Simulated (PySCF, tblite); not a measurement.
# C4H10B2OS: geometry, infrared bands and NMR shifts

Wanted: the infrared bands and NMR shifts of C4H10B2OS (`BOB(SC)C(=C)C`), by calculation.

The runs use tblite 0.8.0 and PySCF 2.14.0, with density-fitted response routines of our own; the level of theory stands in each step. All values are computed, except where a source is named. Atoms count from 0, in the outputs and in this text.

## (1) The molecule as given

18 atoms, charge 0, multiplicity 1; geometry from: force field or distance geometry start.

Bonds of the start (Å): B0–O1 1.46, O1–B2 1.48, B2–S3 1.85, S3–C4 1.82, B2–C5 1.60, C5–C6 1.33, C5–C7 1.47, B0–H8 1.19, B0–H9 1.19, C4–H10 1.11, C4–H11 1.10, C4–H12 1.10, C6–H13 1.06, C6–H14 1.09, C7–H15 1.11, C7–H16 1.12, C7–H17 1.13.

## (2) Optimising the geometry with GFN2-xTB

What the job is given:

```
{"job": {"kind": "relax", "xc": "GFN2-xTB", "basis": "xTB"}, "charge": 0, "multiplicity": 1}
B      0.904200     2.286800    -0.033200
O      0.291400     1.268300     0.816800
B      0.079000     0.005600     0.081900
S      1.176700    -1.465800     0.333100
C      2.777700    -1.310600    -0.524200
C     -1.411000    -0.104500    -0.480000
C     -1.846900     0.879500    -1.267700
C     -2.197300    -1.279600    -0.088800
H      0.259700     3.249300    -0.287900
H      2.051400     2.496200     0.191300
H      3.138900    -2.333900    -0.740400
H      3.485000    -0.846600     0.181100
H      2.641700    -0.755800    -1.460300
H     -2.818100     0.914200    -1.703000
H     -1.163800     1.699900    -1.469400
H     -1.963100    -1.666300     0.920400
H     -2.125800    -2.047900    -0.894900
H     -3.288600    -0.982800    -0.116000
```

Run with:

```
OMP_NUM_THREADS=1 python probes_run.py task.json out
```

One launch serves the whole session: the jobs run in the order shown.

**Question.** This job is followed by: GFN2-xTB harmonic vibrations, gas phase; GIAO PBE0/pcSseg-1 NMR shielding, non-relativistic, gas phase. Predict these results of the whole session: strongest single infrared mode (GFN2-xTB); zero-point energy (GFN2-xTB); 13C shifts against TMS (PBE0/pcSseg-1); 1H shifts against TMS (PBE0/pcSseg-1, means over atoms taken as alike); 11B shifts against BF3·OEt2 (PBE0/pcSseg-1); 17O shifts against H2O (PBE0/pcSseg-1); 33S shifts against CS2 (PBE0/pcSseg-1); surface potential, 1st and 99th percentile.

**Answer**, as computed:

| quantity | value |
| --- | --- |
| strongest single infrared mode (GFN2-xTB) | 1571 cm⁻¹, 402 km/mol |
| zero-point energy (GFN2-xTB) | 85.6 kcal/mol |
| 13C shifts against TMS (PBE0/pcSseg-1) | 150.6, 133.6, 24.8, 14.1 ppm |
| 1H shifts against TMS (PBE0/pcSseg-1, means over atoms taken as alike) | 6.03, 5.81, 5.52, 2.08, 2.04 ppm |
| 11B shifts against BF3·OEt2 (PBE0/pcSseg-1) | 40.7, 36.9 ppm |
| 17O shifts against H2O (PBE0/pcSseg-1) | 288.8 ppm |
| 33S shifts against CS2 (PBE0/pcSseg-1) | -64 ppm |
| surface potential, 1st and 99th percentile | -0.82 V and 1.14 V |

**Reading.** Relaxing lowered the energy by 2.489 eV in 176 steps; the close pair that moved most is O1–B2, from 1.476 to 1.308 Å. All 48 modes are real, so the xTB geometry is a minimum. The strongest single mode, at 1571 cm⁻¹, moves mainly O1. GFN2-xTB is a fitted tight-binding method: band positions and strengths are rough. Its intensities can rank the bands wrongly. The most deshielded carbon is C5 (fully substituted alkene carbon), at 150.6 ppm: the olefinic region. At PBE0/pcSseg-1: The largest span, 296 ppm, is at O1, where the paramagnetic term is -344 ppm. At PBE0/pcSseg-1, counted by nearest atom on the grid, the HOMO lies on S3 67 %, the LUMO on B2 28 %; C6 22 %.
